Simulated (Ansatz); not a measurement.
**CH3F3O2W: a ladder of functionals and wavefunction methods**

One table from this session's results is given with a row withheld; the runs are named, their logs left out.

Computed with Ansatz 0.2.0, Gaussian basis. Level: functionals in def2-TZVPP, the program's frozen cores in correlated methods.

Levels to be run: LDA (SPW92), PBE-D4, revPBE-D4, BLYP-D4, r2SCAN-D4, B97M-V, PBE0-D4, B3LYP-D4, r2SCANh-D4, r2SCAN0-D4, HSE06-D4, BHLYP-D4, CAM-B3LYP-D4, LC-ωPBE, ωB97X-V, ωB97M-V, B2PLYP, PBE-QIDH; CCSD(T)/def2-SVP; MP2/def2-TZVPP; MP2/def2-QZVPP; RPA on PBE.

## Structure used throughout

All runs share one geometry, relaxed beforehand with PBE0-D4 in a triple-zeta def2 set. W takes the def2 core potential; no spin-orbit term is included.

SMILES `C[O][W](=[O])([F])([F])[F]`, 10 atoms, charge 0, spin multiplicity 1.

Atoms are counted from 1 here; the program's logs count them from 0.

Bond lengths: C1–O2 1.402 Å, C1–H8 1.091 Å, C1–H9 1.094 Å, C1–H10 1.093 Å, O2–W3 1.840 Å, W3–O4 1.679 Å, W3–F5 1.862 Å, W3–F6 1.860 Å, W3–F7 1.872 Å. Angles: O2–C1–H8 108.7°, O2–C1–H9 109.4°, O2–C1–H10 110.0°, H8–C1–H9 109.6°, H8–C1–H10 109.4°, H9–C1–H10 109.6°, C1–O2–W3 143.3°, O2–W3–O4 103.5°, O2–W3–F5 90.1°, O2–W3–F6 151.5°, O2–W3–F7 86.2°, O4–W3–F5 106.0°, O4–W3–F6 104.9°, O4–W3–F7 106.8°, F5–W3–F6 84.9°, F5–W3–F7 147.0°, F6–W3–F7 82.9°.

As a file:

```
C     0.5354   -1.6476   -0.2661
O    -0.3666   -0.5749   -0.2234
W    -0.5106    1.2158    0.1762
O    -2.1146    1.3855    0.6417
F    -0.4554    1.6286   -1.6387
F     0.2361    2.9032    0.4127
F     0.4623    0.8215    1.7261
H    -0.0305   -2.5801   -0.2609
H     1.1883   -1.6095    0.6109
H     1.1387   -1.5936   -1.1758
```

The first run:

in.yaml

```yaml
crystal:
  periodic: [false, false, false]
  atoms:
    - {symbol: C, position_ang: [0.535370, -1.647639, -0.266129]}
    - {symbol: O, position_ang: [-0.366581, -0.574886, -0.223400]}
    - {symbol: W, position_ang: [-0.510591, 1.215843, 0.176238]}
    - {symbol: O, position_ang: [-2.114556, 1.385463, 0.641654]}
    - {symbol: F, position_ang: [-0.455378, 1.628615, -1.638686]}
    - {symbol: F, position_ang: [0.236050, 2.903239, 0.412720]}
    - {symbol: F, position_ang: [0.462282, 0.821548, 1.726145]}
    - {symbol: H, position_ang: [-0.030532, -2.580131, -0.260852]}
    - {symbol: H, position_ang: [1.188267, -1.609517, 0.610890]}
    - {symbol: H, position_ang: [1.138668, -1.593632, -1.175778]}
basis:
  gaussian: {orbitals: def2-TZVPP}
hamiltonian: {xc: lda}
output: {orbitals: {seedname: orbitals}}
```

Run with:

```
$ ansatz run in.yaml --threads 4 --pin off --events-out ev --progress --plain --max-ram 11315MiB
```

Among the steps run: LDA; PBE-D4 (GGA); revPBE-D4 (GGA); BLYP-D4 (GGA); r2SCAN-D4 (meta-GGA); B97M-V (meta-GGA); PBE0-D4 (hybrid); B3LYP-D4 (hybrid); r2SCANh-D4 (hybrid); r2SCAN0-D4 (hybrid); HSE06-D4 (hybrid); BHLYP-D4 (hybrid); CAM-B3LYP-D4 (range-separated); LC-ωPBE (range-separated); ωB97X-V (range-separated); ωB97M-V (range-separated); B2PLYP (double hybrid); PBE-QIDH (double hybrid).

One table of the session follows, with a row left open; its other results are not shown here.

It belongs to the step «Orbital energies across the functionals». 

| functional | HOMO (eV) | LUMO (eV) | gap (eV) |
| --- | --- | --- | --- |
| LDA (SPW92) | ? | ? | ? |
| PBE-D4 | -8.06 | -3.72 | 4.34 |
| revPBE-D4 | -7.99 | -3.62 | 4.37 |
| BLYP-D4 | -7.98 | -3.65 | 4.33 |
| r2SCAN-D4 | -8.44 | -3.72 | 4.72 |
| B97M-V | -8.54 | -3.70 | 4.84 |
| PBE0-D4 | -9.69 | -3.03 | 6.65 |
| B3LYP-D4 | -9.45 | -3.28 | 6.17 |
| r2SCANh-D4 | -9.04 | -3.45 | 5.60 |
| r2SCAN0-D4 | -9.95 | -3.02 | 6.93 |
| HSE06-D4 | -9.28 | -3.41 | 5.87 |
| BHLYP-D4 | -11.25 | -2.18 | 9.07 |
| CAM-B3LYP-D4 | -11.13 | -1.94 | 9.19 |
| LC-ωPBE | -12.42 | -0.67 | 11.75 |
| ωB97X-V | -12.09 | -0.77 | 11.32 |
| ωB97M-V | -12.02 | -0.81 | 11.21 |

**Question.** Estimate the row for LDA (SPW92).

As computed: HOMO (eV): -8.26; LUMO (eV): -3.99; gap (eV): 4.27. In the column «HOMO (eV)» it lies between r2SCAN-D4 (-8.44) and PBE-D4 (-8.06).
